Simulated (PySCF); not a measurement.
# CdPb: bond curves at several levels of theory

One table from this session's results is given with a row withheld; the runs are named, their logs left out.

Program: PySCF 2.14.0. Level of theory: Cd def2-SVP with ECP28, Pb def2-SVP with ECP60, scalar-relativistic core potentials. These are calculated values, not measurements.

The first run:

A driver script around PySCF takes these settings:

```yaml
atoms: Cd, Pb
charge: 0
basis: Cd def2-SVP with ECP28, Pb def2-SVP with ECP60
Hamiltonian: scalar-relativistic core potentials
basis_functions: 57
electrons_treated: 42
masses_in_u: 113.9034, 207.9766
levels: PBE0, PBE, r²SCAN, TPSS, B2PLYP, revPBE, ωB97X, HF, MP2, SCS-MP2
grid: 80 radial by 434 angular points
occupations: held fixed by the projection of orbital angular momentum
dissociation_limit: Cd + Pb, each in its ground configuration
starting_distance_in_angstrom: 2.795
values_of_2S_to_try: 0, 2
```

The run is started by

```bash
> OMP_NUM_THREADS=1 python dia.py task.json out
```

Among the steps run: Set-up; The PBE0 curve of the state that the search chose; Higher solutions at PBE0; PBE (GGA); r²SCAN; TPSS; B2PLYP (double hybrid); revPBE (GGA); ωB97X; ROHF (mean field).

One of the session's tables, all rows but one given; the rest of the session is left out.

Energy (eV) from each level's lowest point:

```
R (Å)   ROHF  ROHF-MP2  ROHF-SCS-MP2    PBE  revPBE
2.505  0.818     0.424         0.502  0.439   0.501
2.622  0.473     0.172         0.227  0.180   0.222
2.738  0.261     0.048         0.081  0.051   0.075
2.826  0.159     0.009         0.027  0.009   0.021
2.913  0.092     0.000         0.003  0.000   0.000
3.000  0.048     0.011         0.000  0.013   0.002
3.117      ?         ?             ?      ?       ?
3.263  0.000     0.099         0.053  0.116   0.077
3.437  0.001     0.170         0.105  0.202   0.147
3.670  0.015     0.253         0.170  0.309   0.235
```

**Question.** Estimate the row for R (Å) = 3.117.

Worked estimate for «ROHF». A straight line through the neighbours (3.000, 0.048) and (3.263, 0.000) gives 0.048 + (0.000 − 0.048) × (3.117 − 3.000) / (3.263 − 3.000) = 0.027; a parabola fitted to 4 rows on both sides gives 0.018.

**Answer.** ROHF: 0.016; ROHF-MP2: 0.044; ROHF-SCS-MP2: 0.016; PBE: 0.051; revPBE: 0.026. In «ROHF» the line misses by +0.011 and the parabola by +0.002.
